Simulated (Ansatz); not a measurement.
# BH5F2 (built from SMILES B.F.F): search for a transition state

Wanted: the transition state of a ligand exchange through a proton shuttle (form B1–F6, H5–F8, H2–H7 and break B1–H2, H5–F6, H7–F8). The guess is relaxed with those distances held, a saddle search follows, and vibrations and two downhill relaxations check it.

Method: PBE0-D4, def2-SVP first, then def2-TZVP; program: Ansatz 0.2.0, Gaussian basis.

41 further runs of the same task are left out: 41 set aside as unsound or not needed.

## (1) Starting geometry

The guess: 8 atoms, charge 0, spin multiplicity 1.

Atoms are counted from 1 here; the program's logs count them from 0.

Bond lengths: B1–H3 1.163 Å, B1–H4 1.163 Å. Angles: H3–B1–H4 124.5°.

Coordinates:

```mol
BF2H5
  3D, bonds by distance, orders not assigned

  8  2  0  0  0  0  0  0  0  0999 V2000
   -0.6760    0.1760   -0.7143 B   0  0
    0.2074   -1.0265   -0.4692 H   0  0
   -0.3699    0.6551   -1.7283 H   0  0
   -1.7661   -0.1038   -0.4201 H   0  0
    0.6756    0.5408    1.1570 H   0  0
   -0.0941    1.1785    0.4987 F   0  0
    0.7520   -0.9369    0.3420 H   0  0
    1.2711   -0.4831    1.3343 F   0  0
  1  3  8  0
  1  4  8  0
M  END
```

Distances that are to change: B1–F6 1.68 Å, H5–F8 1.20 Å, H2–H7 0.98 Å, B1–H2 1.51 Å, H5–F6 1.20 Å, H7–F8 1.21 Å.

## (2) Relaxing the guess with the reacting distances held

Contents of hold/in.yaml:

```yaml
crystal:
  periodic: [false, false, false]
  atoms:
    - {symbol: B, position_ang: [-0.676000, 0.176000, -0.714300]}
    - {symbol: H, position_ang: [0.207400, -1.026500, -0.469200]}
    - {symbol: H, position_ang: [-0.369900, 0.655100, -1.728300]}
    - {symbol: H, position_ang: [-1.766100, -0.103800, -0.420100]}
    - {symbol: H, position_ang: [0.675600, 0.540800, 1.157000]}
    - {symbol: F, position_ang: [-0.094100, 1.178500, 0.498700]}
    - {symbol: H, position_ang: [0.752000, -0.936900, 0.342000]}
    - {symbol: F, position_ang: [1.271100, -0.483100, 1.334300]}
basis:
  gaussian: {orbitals: def2-SVP}
hamiltonian: {xc: pbe0, dispersion: d4}
relax: {f_tol: 0.08, max_steps: 120, escape_saddle: false, constraints: [{distance: [0, 5]}, {distance: [4, 7]}, {distance: [1, 6]}, {distance: [0, 1]}, {distance: [4, 5]}, {distance: [6, 7]}]}
```

No record of the launch command was kept for these runs.

Further steps of the session: Saddle search in the small basis; Saddle search in triple zeta; Vibrations at the point found; Relaxing after a step of 0.30 Å one way along the mode; Relaxing after a step of 0.30 Å the other way along the mode.

What does the calculation give? Wanted: imaginary mode; barrier from the start side; barrier from the end side; energy of the step; pairs that change; zero-point energy at the saddle.

As calculated:

```
                       quantity                                                                                  value
                 imaginary mode                                                                             1099i cm⁻¹
    barrier from the start side                                                                           3.7 kcal/mol
      barrier from the end side                                                                          23.3 kcal/mol
             energy of the step                                                                         -19.6 kcal/mol
              pairs that change  B1–F6 tightened, H2–H7 formed, H5–F8 formed, B1–H2 broken, H5–F6 broken, H7–F8 broken
zero-point energy at the saddle                                                                               1.397 eV
```

What this shows: The point has a single imaginary mode (1099i cm⁻¹), as a transition state must. The two relaxations end on the structures that were planned. At PBE0-D4/def2-TZVP the electronic barrier is 3.7 kcal/mol, about 6 kT at 298 K, and the step runs 19.6 kcal/mol downhill. The barrier is thin enough for tunnelling; the leading (Wigner) term alone is a factor of 2.2 at 298 K. A step off the saddle overshot and began above it in energy, so the link to its end is likely but not proven.
